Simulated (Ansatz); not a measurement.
# C2H7FN2Si: the cost of one run

Method: RKS B3LYP/def2-SVP, in Ansatz 0.2.0.

## Step 1: Starting point

Bond lengths: C1–C2 1.529 Å, C2–F3 1.369 Å, C2–N4 1.448 Å, C2–Si5 1.861 Å, N4–Si5 1.742 Å, Si5–N6 1.707 Å, C1–H7 1.056 Å, C1–H8 1.082 Å, C1–H9 1.138 Å, N4–H10 0.970 Å, Si5–H11 1.456 Å, N6–H12 0.993 Å, N6–H13 0.989 Å. Angles (14 of 24 angles, heavy atoms first): C1–C2–F3 115.3°, C1–C2–N4 120.1°, C1–C2–Si5 120.8°, F3–C2–N4 112.8°, F3–C2–Si5 115.4°, N4–C2–Si5 62.1°, C2–N4–Si5 70.7°, C2–Si5–N4 47.3°, C2–Si5–N6 116.8°, N4–Si5–N6 95.9°, C2–C1–H7 109.8°, C2–C1–H8 109.1°, C2–C1–H9 106.0°, C2–N4–H10 111.9°.

Coordinates:

```xyz
13

C     0.4873   -1.8713    0.7745
C     0.5543   -0.3889    0.4067
F     1.3063    0.3878    1.2464
N     0.6696    0.0097   -0.9808
Si   -0.9008    0.4648   -0.3795
N    -0.7340    2.1329   -0.6988
H     1.4642   -2.2670    0.8461
H    -0.0862   -2.3965    0.0218
H    -0.0454   -1.9210    1.7789
H     1.1290    0.8586   -1.0761
H    -1.8800   -0.2010   -1.2265
H    -1.6295    2.5576   -0.7634
H    -0.3144    2.5995    0.0656
```

## Step 2: Relaxing end A

File input.yaml:

```yaml
crystal:
  periodic: [false, false, false]
  atoms:
    - { symbol: C, position_ang: [0.4873, -1.8713, 0.7745] }
    - { symbol: C, position_ang: [0.5543, -0.3889, 0.4067] }
    - { symbol: F, position_ang: [1.3063, 0.3878, 1.2464] }
    - { symbol: "N", position_ang: [0.6696, 0.0097, -0.9808] }
    - { symbol: Si, position_ang: [-0.9008, 0.4648, -0.3795] }
    - { symbol: "N", position_ang: [-0.734, 2.1329, -0.6988] }
    - { symbol: H, position_ang: [1.4642, -2.267, 0.8461] }
    - { symbol: H, position_ang: [-0.0862, -2.3965, 0.0218] }
    - { symbol: H, position_ang: [-0.0454, -1.921, 1.7789] }
    - { symbol: H, position_ang: [1.129, 0.8586, -1.0761] }
    - { symbol: H, position_ang: [-1.88, -0.201, -1.2265] }
    - { symbol: H, position_ang: [-1.6295, 2.5576, -0.7634] }
    - { symbol: H, position_ang: [-0.3144, 2.5995, 0.0656] }
basis:
  gaussian: { orbitals: def2-SVP }
hamiltonian:
  xc: b3lyp
relax:
  f_tol: 0.02
  max_steps: 50
```

Command:

```console
$ ansatz run input.yaml --threads 2 --pin off --max-ram 3072MiB --backend cpu --events-out ev --progress --plain --runs-dir out
```

**Question.** How long does this run take on 2 threads of Arm Neoverse V1, shared host, and how much memory does it need?

About 80 s, with a peak of 0.3 GiB.
